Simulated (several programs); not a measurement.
## What each method gives for SiC3 (ordering on diamond)

SiC3 as one 4-atom ordering (R3m) on the diamond lattice, relaxed with r2SCAN in Ansatz, was computed with several methods. The symmetry is R3m (No. 160, trigonal); conventional cell a = 2.831 Å, c = 14.010 Å, 8.10 Å³ an atom. C has 3 C at 1.72 Å and 1 Si at 1.89 Å; C has 1 C at 1.54 Å and 3 Si at 1.79 Å; C has 4 C at 1.54–1.72 Å; Si has 4 C at 1.79–1.89 Å. The calculation is spin-unpolarised, and the structure need not be a phase that has been made.

```
C Si
1.0
     1.41543    0.81720    4.67007
    -1.41543    0.81720    4.67007
     0.00000   -1.63440    4.67007
C Si
3 1
Direct
  0.00824 0.00824 0.00824
  0.48896 0.48896 0.48896
  0.37917 0.37917 0.37917
  0.87363 0.87363 0.87363
```

Gaps and times are for a single point on this cell; volume and bulk modulus come from each method's own relaxation or energy curve at fixed shape, which is too stiff where a cell has free coordinates or axes. Times are rough, from shared hosts (Arm Neoverse V1), and each method has its own mesh and cell size. A double dagger marks a value from a curve with shape and coordinates held. Gaps from k meshes are read at a limited set of points (mesh, symmetry points, PBE's band edges), so each method's own least gap may be somewhat smaller. Force fields have no electrons; where one was fitted to this phase, its volume and modulus reflect the fit. Minimal bases can be far off for gaps. Times of the plane-wave ladder aren't listed, since it ran on unlike processors and cards. GLLB-SC's gap includes the derivative discontinuity. G0W0 is at finite bands, cutoff and mesh. d marks a direct gap, i an indirect one (no mark: not told apart), a dash a value that wasn't computed or didn't pass its checks.

| method | kind | gap (eV) | own volume (Å³/atom) | bulk modulus (GPa) | atoms computed | processor time |
| --- | --- | --- | --- | --- | --- | --- |
| SiC.vashishta (LAMMPS) | force field | – | – | – | 4 | 0.12 s |
| SiCGe.tersoff (LAMMPS) | force field | – | – | – | 4 | 0.12 s |
| SiC_Erhart-Albe.tersoff (LAMMPS) | force field | – | – | – | 4 | 0.13 s |
| light PBE (260 eV and a coarse mesh) | light plane-wave | 1.52 i | – | – | 4 | 0.84 s |
| non-self-consistent DFTB (CP2K) | tight binding | 5.41 d | – | – | 4 | 0.98 s |
| PBE | semilocal | 1.55 i | 8.19 | 275‡ | 4 | – |
| r2SCAN | semilocal | 1.84 i | 8.10 | 289‡ | 4 | – |
| PBE/single zeta (GPAW) | small basis | 2.91 i | – | – | 4 | 26 s |
| PBE/SZV (CP2K) | small basis | 5.21 d | 8.45‡ | 286‡ | 4 | 33 s |
| PBE/DZVP (CP2K) | small basis | 1.63 i | 8.17‡ | 275‡ | 4 | 73 s |
| GLLB-SC (GPAW) | model potential | 2.51 | – | – | 4 | 95 s |
| G0W0@r2SCAN (140 eV screening cutoff) | many-body | 2.51 | – | – | 4 | – |
| G0W0@PBE (210 eV screening cutoff) | many-body | 2.50 | – | – | 4 | – |

Against r2SCAN (1.84 eV) and with closed or daggered gaps left aside, the nearest gap at the points sampled is that of PBE/DZVP (CP2K) (-0.21 eV) and the farthest that of non-self-consistent DFTB (CP2K) (+3.57 eV). r2SCAN is only a yardstick of convenience: semilocal gaps usually lie below measured ones, which GLLB-SC and hybrids aim to mend.

Volumes against r2SCAN's: PBE +1.1 %.

Runs without a result: SiC.vashishta (LAMMPS) (relaxation), SiCGe.tersoff (LAMMPS) (relaxation).
